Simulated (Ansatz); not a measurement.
Predict the output of the script below (the Python package of Ansatz (0.2.0)).

`ch7clsi2.py`:
```python
"""Rigid torsion scan of CH7ClSi2."""

import ansatz as az
from ase import Atoms

atoms = Atoms(["C", "Si", "Si", "Cl", "H", "H", "H", "H", "H", "H", "H"], positions=[
    (-0.2035, 1.5941, 0.2467),
    (-0.3157, 0.1366, -0.8436),
    (0.5057, -1.6661, 0.2875),
    (-0.4385, -1.9822, 2.0277),
    (0.7746, 1.863, 0.5254),
    (-0.8521, 1.5219, 1.1393),
    (-0.6158, 2.5166, -0.2894),
    (0.5216, 0.4022, -2.0845),
    (-1.7122, -0.1, -1.2241),
    (0.458, -2.9142, -0.481),
    (1.9432, -1.429, 0.7165),
])

# start the scan from a relaxed geometry
first = (
    az.Crystal.molecule_from_ase(atoms).calculation()
    .basis(gaussian="6-31G*")
    .functional("r2SCAN")
    .relax(force_tolerance=0.02, max_steps=80)
)
atoms.positions = first.run(threads=1).report["positions_ang"]

start = atoms.get_dihedral(2, 1, 0, 4)
energies = {}
for turn in range(0, 121, 20):
    turned = atoms.copy()
    turned.set_dihedral(2, 1, 0, 4, start + turn, indices=[0, 4, 5, 6])
    calc = (
        az.Crystal.molecule_from_ase(turned).calculation()
        .basis(gaussian="6-31G*")
        .functional("r2SCAN")
    )
    energies[round((start + turn) % 360)] = calc.run(threads=1).report["free_energy_ev"]
floor = min(energies.values())
print("dihedral Si2-Si1-C0-H4 (deg)   E - E(min) (kcal/mol)")
for angle, e in sorted(energies.items()):
    print(f"{angle:8d} {23.060548 * (e - floor):14.3f}  " + "#" * int(30 * (e - floor) / max(max(energies.values()) - floor, 1e-9)))
```

`python ch7clsi2.py` gives:
```text
dihedral Si2-Si1-C0-H4 (deg)   E - E(min) (kcal/mol)
      60          0.000
      80          0.360  ######
     100          1.142  #####################
     120          1.569  ##############################
     140          1.199  ######################
     160          0.416  #######
     180          0.005
```

The scan is rigid and the energies are electronic, in a modest basis. With rigid groups the curve can differ much from the relaxed path, the start wasn't checked as a minimum of this torsion, and equivalent turns needn't return to the same energy. Finished in 83 s on 1 thread of Arm Neoverse V1, with other jobs on the host, peak memory 0.23 GiB.
